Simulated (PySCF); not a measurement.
# Os(NH3)4: other functionals and bases at one geometry

One table from this session's results is given with a row withheld; the runs are named, their logs left out.

Program: PySCF 2.14.0. Level of theory: several levels, as the steps say, no spin–orbit coupling. These are calculated values, not measurements.

3 further runs of the same task are left out: 2 for a known fault of the program, 1 set aside as unsound or not needed. Runs told in other sessions of the task aren't counted.

## Where the work starts

17 atoms, charge 0, spin multiplicity 1.

Bond lengths: Os1–N2 2.113 Å, Os1–N6 2.113 Å, Os1–N10 2.113 Å, Os1–N14 2.113 Å, N2–H3 1.033 Å, N2–H4 1.033 Å, N2–H5 1.033 Å, N6–H7 1.033 Å, N6–H8 1.033 Å, N6–H9 1.033 Å, N10–H11 1.033 Å, N10–H12 1.033 Å, N10–H13 1.033 Å, N14–H15 1.033 Å, N14–H16 1.033 Å, N14–H17 1.033 Å. Angles: N2–Os1–N6 90.0°, N2–Os1–N10 179.8°, N2–Os1–N14 90.0°, N6–Os1–N10 90.0°, N6–Os1–N14 179.8°, N10–Os1–N14 90.0°, Os1–N2–H3 114.1°, Os1–N2–H4 112.3°, Os1–N2–H5 114.1°, H3–N2–H4 106.0°, H3–N2–H5 103.5°, H4–N2–H5 106.0°, Os1–N6–H7 114.1°, Os1–N6–H8 112.3°, Os1–N6–H9 114.1°, H7–N6–H8 106.0°, H7–N6–H9 103.5°, H8–N6–H9 106.0° and more.

As a file:

```
atom    x (Å)    y (Å)    z (Å)
 Os1   0.0000   0.0000   0.0015
  N2   2.1130   0.0021  -0.0020
  H3   2.5366  -0.8086   0.4785
  H4   2.5030   0.0013  -0.9580
  H5   2.5357   0.8142   0.4770
  N6  -0.0021   2.1130  -0.0020
  H7   0.8086   2.5366   0.4785
  H8  -0.0013   2.5030  -0.9580
  H9  -0.8142   2.5357   0.4770
 N10  -2.1130  -0.0021  -0.0020
 H11  -2.5366   0.8086   0.4785
 H12  -2.5030  -0.0013  -0.9580
 H13  -2.5357  -0.8142   0.4770
 N14   0.0021  -2.1130  -0.0020
 H15  -0.8086  -2.5366   0.4785
 H16   0.0013  -2.5030  -0.9580
 H17   0.8142  -2.5357   0.4770
```

Formal oxidation states: Os +0. An earlier session relaxed this geometry at r2SCAN, Os def2-SVP with ECP60, N def2-SVP, H def2-SVP (singlet, point group C4v).

At r2SCAN on the finer grid: E = -316.605713 Eh, HOMO -0.81 eV, LUMO 0.82 eV, Mulliken charge on Os1 -0.91 e, largest force component 0.017 eV/Å. 

Levels to run: TPSS; wB97X; PBE; HF; r2SCAN, TZVP; r2SCAN, x2c-SVP. Hardware: 4 threads of Arm Neoverse V2, shared host.

The first run:

run.py (the lines that set the calculation) reads:

```python
mol = gto.M(atom='''
Os     0.00000     0.00000     0.00152
N      2.11298     0.00205    -0.00202
H      2.53657    -0.80864     0.47850
H      2.50303     0.00132    -0.95804
H      2.53572     0.81420     0.47701
N     -0.00205     2.11298    -0.00202
H      0.80864     2.53657     0.47850
H     -0.00132     2.50303    -0.95804
H     -0.81420     2.53572     0.47701
N     -2.11298    -0.00205    -0.00202
H     -2.53657     0.80864     0.47850
H     -2.50303    -0.00132    -0.95804
H     -2.53572    -0.81420     0.47701
N      0.00205    -2.11298    -0.00202
H     -0.80864    -2.53657     0.47850
H      0.00132    -2.50303    -0.95804
H      0.81420    -2.53572     0.47701''',
    basis={'Os': 'def2-SVP', 'N': 'def2-SVP', 'H': 'def2-SVP'},
    ecp={'Os': 'def2-SVP'},
    charge=0, spin=0)
mf = dft.RKS(mol, xc='TPSS')
mf.grids.atom_grid = (75, 302)
mf = mf.density_fit()  # fitting sets: Os def2-universal-JKFIT, N def2-universal-JKFIT, H def2-universal-JKFIT
mf.conv_tol = 1e-08; mf.max_cycle = 55
mf.kernel(dm0)  # dm0: the density of the relaxed state
```

Started as:

```console
OMP_NUM_THREADS=4 python run.py
```

Steps of the session up to this table: TPSS; wB97X; PBE; HF; r2SCAN, TZVP; r2SCAN, x2c-SVP.

One table of the session follows, with a row left open; its other results are not shown here.

| level | HOMO (eV) | gap (eV) | charge on Os1 (e) | dipole (D) | largest force component (eV/Å) |
| --- | --- | --- | --- | --- | --- |
| r2SCAN (relaxed here) | -0.81 | 1.63 | -0.91 | 0.15 | 0.02 |
| TPSS | ? | ? | ? | ? | ? |
| wB97X | -3.47 | 6.91 | -0.93 | 0.12 | 0.88 |
| PBE | -0.81 | 1.14 | -0.95 | 0.13 | 0.42 |
| HF | -2.69 | 7.23 | -0.72 | 0.09 | 2.48 |
| r2SCAN, TZVP | -1.27 | 1.38 | -0.91 | 0.09 | 0.37 |
| r2SCAN, x2c-SVP | -1.02 | 1.76 | -1.09 | 0.19 | 0.10 |

Q: Estimate the row for TPSS from the others.

The run gave: HOMO (eV): -0.77; gap (eV): 1.39; charge on Os1 (e): -0.94; dipole (D): 0.12; largest force component (eV/Å): 0.21. In the column «HOMO (eV)» it is the highest.

In one basis the HOMO–LUMO gap runs from 1.14 eV (PBE) to 7.23 eV (HF). The largest leftover force, 2.48 eV/Å with HF, stands at a geometry relaxed at another level. Total energies of different levels can't be compared.
